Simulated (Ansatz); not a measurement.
# Alloy of MgO and CaO (12 of 32 Mg sites exchanged), 64 atoms

How does this alloy cell relax, and what gap do PBEsol and r²SCAN give?

Program: Ansatz 0.2.0, PAW, plane waves. These are calculated values, not measurements.

### Step 1. Starting point

64 atoms (32 O, 12 Ca, 20 Mg); a = 8.849 Å, b = 8.849 Å, c = 8.849 Å, α = 90.00°, β = 90.00°, γ = 90.00°. All atoms were shaken off their sites by about 0.02 Å along each axis.

The runs, in order: (2) PBEsol cell relaxation at the single k point (¼, ¼, ¼), on 1 × NVIDIA GB300 Max-Q with 8 threads of Arm Neoverse-V2; (3) r²SCAN single point at the single k point (¼, ¼, ¼), on 1 × NVIDIA GB300 Max-Q with 8 threads of Arm Neoverse-V2.

### Step 2. Relaxing cell and atoms with PBEsol

File in.yaml:

```yaml
crystal:
  lattice:
    - [8.849237, 0.000000, 0.000000]
    - [0.000000, 8.849237, 0.000000]
    - [0.000000, 0.000000, 8.849237]
  atoms:
    - { symbol: O, position: [0.247140, 0.000094, 0.997116] }
    - { symbol: O, position: [0.251522, 0.998423, 0.498556] }
    - { symbol: O, position: [0.254309, 0.500473, 0.999660] }
    - { symbol: O, position: [0.254265, 0.500388, 0.495954] }
    - { symbol: O, position: [0.750021, 0.005024, 0.001270] }
    - { symbol: O, position: [0.746381, 0.000487, 0.504464] }
    - { symbol: O, position: [0.754564, 0.505988, 0.002063] }
    - { symbol: O, position: [0.747304, 0.499435, 0.499046] }
    - { symbol: O, position: [0.000734, 0.251751, 0.997615] }
    - { symbol: O, position: [0.999287, 0.249969, 0.499145] }
    - { symbol: O, position: [0.994800, 0.748158, 0.001015] }
    - { symbol: O, position: [0.002284, 0.748504, 0.498248] }
    - { symbol: O, position: [0.501067, 0.253517, 0.000520] }
    - { symbol: O, position: [0.500163, 0.250017, 0.501847] }
    - { symbol: O, position: [0.499006, 0.750761, 0.997996] }
    - { symbol: O, position: [0.501007, 0.748405, 0.495084] }
    - { symbol: O, position: [0.997743, 0.996394, 0.248787] }
    - { symbol: O, position: [0.994266, 0.998497, 0.749670] }
    - { symbol: O, position: [0.004699, 0.501880, 0.250762] }
    - { symbol: O, position: [0.000393, 0.506188, 0.747913] }
    - { symbol: O, position: [0.501241, 0.000448, 0.250223] }
    - { symbol: O, position: [0.501278, 0.998851, 0.751594] }
    - { symbol: O, position: [0.498540, 0.501564, 0.248248] }
    - { symbol: O, position: [0.498394, 0.500402, 0.748842] }
    - { symbol: O, position: [0.248966, 0.249036, 0.247944] }
    - { symbol: O, position: [0.248524, 0.249980, 0.750024] }
    - { symbol: O, position: [0.246567, 0.753560, 0.251159] }
    - { symbol: O, position: [0.251548, 0.752478, 0.749507] }
    - { symbol: O, position: [0.744538, 0.246869, 0.249014] }
    - { symbol: O, position: [0.751856, 0.249214, 0.749289] }
    - { symbol: O, position: [0.751298, 0.749573, 0.256923] }
    - { symbol: O, position: [0.752230, 0.751891, 0.749542] }
    - { symbol: Ca, position: [0.999224, 0.001297, 0.000246] }
    - { symbol: Ca, position: [0.999578, 0.499532, 0.998372] }
    - { symbol: Ca, position: [0.496578, 0.002405, 0.998225] }
    - { symbol: Ca, position: [0.504668, 0.501523, 0.005681] }
    - { symbol: Ca, position: [0.744720, 0.248154, 0.499654] }
    - { symbol: Ca, position: [0.751106, 0.750677, 0.502006] }
    - { symbol: Ca, position: [0.248197, 0.001751, 0.247688] }
    - { symbol: Ca, position: [0.248682, 0.003272, 0.750603] }
    - { symbol: Ca, position: [0.253867, 0.498055, 0.247227] }
    - { symbol: Ca, position: [0.250376, 0.497786, 0.753252] }
    - { symbol: Ca, position: [0.748540, 0.500433, 0.252560] }
    - { symbol: Ca, position: [0.750766, 0.501510, 0.749931] }
    - { symbol: Mg, position: [0.002219, 0.999901, 0.496399] }
    - { symbol: Mg, position: [0.997901, 0.500595, 0.501548] }
    - { symbol: Mg, position: [0.501286, 0.998195, 0.501863] }
    - { symbol: Mg, position: [0.493786, 0.500431, 0.499630] }
    - { symbol: Mg, position: [0.254399, 0.248880, 0.000636] }
    - { symbol: Mg, position: [0.248032, 0.251135, 0.501986] }
    - { symbol: Mg, position: [0.246528, 0.752064, 0.997834] }
    - { symbol: Mg, position: [0.252235, 0.750530, 0.498714] }
    - { symbol: Mg, position: [0.749998, 0.250983, 0.000179] }
    - { symbol: Mg, position: [0.754890, 0.750538, 0.998607] }
    - { symbol: Mg, position: [0.746853, 0.000529, 0.251644] }
    - { symbol: Mg, position: [0.749670, 0.001289, 0.749173] }
    - { symbol: Mg, position: [0.998593, 0.252166, 0.248895] }
    - { symbol: Mg, position: [0.997590, 0.249914, 0.753524] }
    - { symbol: Mg, position: [0.996978, 0.744836, 0.245073] }
    - { symbol: Mg, position: [0.001689, 0.749320, 0.748154] }
    - { symbol: Mg, position: [0.501184, 0.250799, 0.252508] }
    - { symbol: Mg, position: [0.500905, 0.248172, 0.747817] }
    - { symbol: Mg, position: [0.498054, 0.751511, 0.250199] }
    - { symbol: Mg, position: [0.498892, 0.753550, 0.748788] }
  symmetry: { detect: false }
kpoints:
  mp_grid: { grid: [1, 1, 1], shift: [0.25, 0.25, 0.25] }
hamiltonian:
  xc: pbesol
scf:
  occupations: { method: fermi_dirac, width: 0.01 }
relax:
  f_tol: 0.03
  max_steps: 80
  escape_saddle: false
  adjacent_minimum: "off"
  cell: { fix: [shape] }
output:
  forces: true
  eigenvalues: true
  populations: true
```

Run with:

```sh
$ ansatz run in.yaml --threads 8 --pin off --max-ram 118750MiB --runs-dir r --events-out ev --progress --plain --backend cuda --devices 0,
```

The runs that follow: Single point with r²SCAN.

Before running it: what results should come out? Wanted: for each run, top filled to lowest empty.

**Answer**, as computed:

| level | time | top filled to lowest empty (eV) |
| --- | --- | --- |
| PBEsol, relaxation | 9.2 s (GPU) | 4.81 |
| r²SCAN | 4.6 s (GPU) | 5.70 |

```
     quantity                                                                      value
   relaxation                                           7 recorded steps, 2.54 eV gained
largest shift                                                               0.22 Å (O31)
 relaxed cell  a = 8.924 Å, b = 8.924 Å, c = 8.924 Å, α = 90.00°, β = 90.00°, γ = 90.00°
   mean bonds                                                   Ca–O 2.273, Mg–O 2.209 Å
```

**In words.** Relaxation gains 2.54 eV, with shifts up to 0.22 Å (O31), while the volume changes by +2.6 %. The mean lengths of the listed bonds run from Mg–O 2.21 Å to Ca–O 2.27 Å. With one k point the spacing samples only the states that fold onto it, so it can exceed the gap over the zone.
